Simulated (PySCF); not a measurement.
**Tb(OH)3(NH3): other functionals and bases at one geometry**

An exercise on one series of results from a longer session: the logs are not shown, and one member is left open.

Method: several levels, as the steps say, no spin–orbit coupling; program: PySCF 2.14.0.

1 further run of the same task is left out (for a known fault of the program).

## The system as given

11 atoms, charge 0, spin multiplicity 1.

Bond lengths: Tb1–O2 2.077 Å, Tb1–O4 2.077 Å, Tb1–O6 2.077 Å, Tb1–N8 2.530 Å, O2–H3 0.955 Å, O4–H5 0.955 Å, O6–H7 0.955 Å, N8–H9 1.021 Å, N8–H10 1.021 Å, N8–H11 1.021 Å. Angles: O2–Tb1–O4 118.6°, O2–Tb1–O6 118.5°, O2–Tb1–N8 97.0°, O4–Tb1–O6 118.7°, O4–Tb1–N8 96.7°, O6–Tb1–N8 97.1°, Tb1–O2–H3 174.1°, Tb1–O4–H5 173.7°, Tb1–O6–H7 174.2°, Tb1–N8–H9 111.7°, Tb1–N8–H10 112.2°, Tb1–N8–H11 111.7°, H9–N8–H10 107.0°, H9–N8–H11 106.9°, H10–N8–H11 107.0°.

As a file:

```
Tb    0.1595   -0.2042    0.2539
O     1.1896    1.3221    1.2148
H     1.7053    1.9546    1.7111
O    -1.4217   -1.1146    1.2473
H    -2.0763   -1.5822    1.7628
O     1.1282   -1.2565   -1.2522
H     1.6263   -1.7816   -1.8756
N    -1.2457    1.2688   -1.2479
H    -1.8429    1.8974   -0.7094
H    -0.6738    1.8527   -1.8593
H    -1.8594    0.7188   -1.8500
```

Formal oxidation states: Tb +3. Each metal's 8 4f electrons lie in its core potential, so multiplicities, spins and levels count the valence alone. An earlier session relaxed this geometry at PBE0, Tb lcecp-1-SVP with ECP54, O def2-SVP, H def2-SVP, N def2-SVP (singlet, point group Cs).

At PBE0 on the finer grid: E = -320.216449 Eh, HOMO -6.98 eV, LUMO -0.21 eV, Mulliken charge on Tb1 +0.92 e, largest force component 0.019 eV/Å. 

Levels to run: TPSSh; CAM-B3LYP; PBE0, TZVP. Hardware: 2 threads of Arm Neoverse V1, shared host.

The first run:

The input, run.py (the lines that set the calculation):

```python
mol = gto.M(atom='''
Tb     0.15952    -0.20417     0.25390
O      1.18962     1.32207     1.21476
H      1.70531     1.95464     1.71114
O     -1.42171    -1.11456     1.24728
H     -2.07632    -1.58217     1.76281
O      1.12824    -1.25654    -1.25221
H      1.62633    -1.78163    -1.87559
N     -1.24566     1.26881    -1.24788
H     -1.84289     1.89735    -0.70939
H     -0.67379     1.85266    -1.85925
H     -1.85938     0.71885    -1.85004''',
    basis={'Tb': 'lcecp-1-SVP', 'O': 'def2-SVP', 'H': 'def2-SVP', 'N': 'def2-SVP'},
    ecp={'Tb': 'lcecp-1-SVP'},
    charge=0, spin=0)
mf = dft.RKS(mol, xc='TPSSH')
mf.grids.atom_grid = (75, 302)  # f atoms: unpruned, at least (60, 302)
mf = mf.density_fit()  # fitting sets: Tb AutoAux, O def2-universal-JKFIT, H def2-universal-JKFIT, N def2-universal-JKFIT
mf.conv_tol = 1e-08; mf.max_cycle = 55
mf.kernel(dm0)  # dm0: the density of the relaxed state
```

Command:

```sh
OMP_NUM_THREADS=2 python run.py
```

Among the steps run: TPSSh; CAM-B3LYP; PBE0, TZVP.

One of the session's tables, all rows but one given; the rest of the session is left out.

| level | HOMO (eV) | gap (eV) | charge on Tb1 (e) | dipole (D) | largest force component (eV/Å) |
| --- | --- | --- | --- | --- | --- |
| PBE0 (relaxed here) | -6.98 | 6.77 | 0.92 | 4.20 | 0.02 |
| TPSSh | -6.05 | 5.62 | 0.88 | 4.16 | 0.21 |
| CAM-B3LYP | ? | ? | ? | ? | ? |
| PBE0, TZVP | -7.25 | 6.82 | 1.57 | 4.21 | 0.23 |

Estimate the missing values for CAM-B3LYP.

The run gave: HOMO (eV): -8.43; gap (eV): 8.86; charge on Tb1 (e): 0.87; dipole (D): 4.20; largest force component (eV/Å): 0.07. In the column «HOMO (eV)» it is the lowest.

In one basis the HOMO–LUMO gap runs from 5.62 eV (TPSSh) to 8.86 eV (CAM-B3LYP). The largest leftover force, 0.23 eV/Å with PBE0, TZVP, stands at a geometry relaxed at another level. With 4f in the core, its levels are missing from HOMO and gap, and its count is fixed, so no charge can pass from the ligands into it. Total energies of different levels can't be compared.
